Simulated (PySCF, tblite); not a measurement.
**CH₁₀OSSi₄: geometry, infrared bands and NMR shifts**

Aim: predict the infrared bands and NMR shifts of CH₁₀OSSi₄ (`C[Si@@H]1S[SiH2][Si@H]1O[SiH3]`).

Computed with tblite 0.8.0 and PySCF 2.14.0, with density-fitted response routines of our own, on a single molecule in the gas phase. Atoms are numbered from 0 throughout.

### 1 Starting geometry

17 atoms, charge 0, multiplicity 1; geometry from: force field or distance geometry start.

Bonds of the start (Å): C0–Si1 1.85, Si1–S2 2.16, S2–Si3 2.15, Si3–Si4 2.24, Si4–O5 1.69, O5–Si6 1.70, Si4–Si1 2.24, C0–H7 1.12, C0–H8 1.10, C0–H9 1.12, Si1–H10 1.46, Si3–H11 1.45, Si3–H12 1.48, Si4–H13 1.47, Si6–H14 1.47, Si6–H15 1.47, Si6–H16 1.46.

### 2 Optimising the geometry with GFN2-xTB

What the job is given:

```
{"job": {"kind": "relax", "xc": "GFN2-xTB", "basis": "xTB"}, "charge": 0, "multiplicity": 1}
C     -1.632200     1.822800     1.031500
Si    -1.004300     0.497200    -0.103300
S     -2.364000    -1.172500    -0.225100
Si    -0.622300    -2.394500    -0.507400
Si     0.436100    -0.938300     0.824900
O      2.071600    -0.686800     0.489600
Si     2.412500     0.487700    -0.690600
H     -2.251000     2.571600     0.467900
H     -0.810000     2.397300     1.482000
H     -2.335300     1.388100     1.789900
H     -0.666700     0.934200    -1.455900
H     -0.241600    -2.372800    -1.903600
H     -0.763600    -3.751600     0.075100
H      0.151900    -1.297600     2.222100
H      1.530700     0.319400    -1.854000
H      3.813200     0.340300    -1.122300
H      2.267800     1.867600    -0.231800
```

Launch:

```console
OMP_NUM_THREADS=1 python probes_run.py task.json out
```

This one command runs all jobs of the session in turn.

**Question.** This job is followed by: GFN2-xTB harmonic vibrations, gas phase; GIAO PBE0/pcSseg-1 NMR shielding, non-relativistic, gas phase. Predict these results of the whole session: strongest single infrared mode (GFN2-xTB); zero-point energy (GFN2-xTB); ¹³C shifts against TMS (PBE0/pcSseg-1); ¹H shifts against TMS (PBE0/pcSseg-1, means over atoms taken as alike); ²⁹Si shifts against TMS (PBE0/pcSseg-1); ³³S shifts against CS2 (PBE0/pcSseg-1); ¹⁷O shifts against H2O (PBE0/pcSseg-1); surface potential, 1st and 99th percentile.

As calculated:

| quantity | value |
| --- | --- |
| strongest single infrared mode (GFN2-xTB) | 1083 cm⁻¹, 710 km/mol |
| zero-point energy (GFN2-xTB) | 62.9 kcal/mol |
| ¹³C shifts against TMS (PBE0/pcSseg-1) | 3.4 ppm |
| ¹H shifts against TMS (PBE0/pcSseg-1, means over atoms taken as alike) | 6.32, 5.92, 5.38, 5.23, 5.05, 0.49 ppm |
| ²⁹Si shifts against TMS (PBE0/pcSseg-1) | 14.4, 7.9, -36.4, -40.9 ppm |
| ³³S shifts against CS2 (PBE0/pcSseg-1) | -249 ppm |
| ¹⁷O shifts against H2O (PBE0/pcSseg-1) | 16.6 ppm |
| surface potential, 1st and 99th percentile | -1.12 V and 1.45 V |

In words: Relaxing lowered the energy by 1.217 eV in 130 steps; the close pair that moved most is Si1–Si4, from 2.235 to 2.341 Å. All 45 modes are real, so the xTB geometry is a minimum. The strongest single mode, at 1083 cm⁻¹, moves mainly O5. GFN2-xTB is a fitted tight-binding method: band positions and strengths are rough. Its intensities can rank the bands wrongly. At PBE0/pcSseg-1: The largest span, 201 ppm, is at O5, where the paramagnetic term is -80 ppm. At PBE0/pcSseg-1, counted by nearest atom on the grid, the HOMO lies on S2 76 %, the LUMO on Si4 22 %; Si1, Si3 about 11 % each.
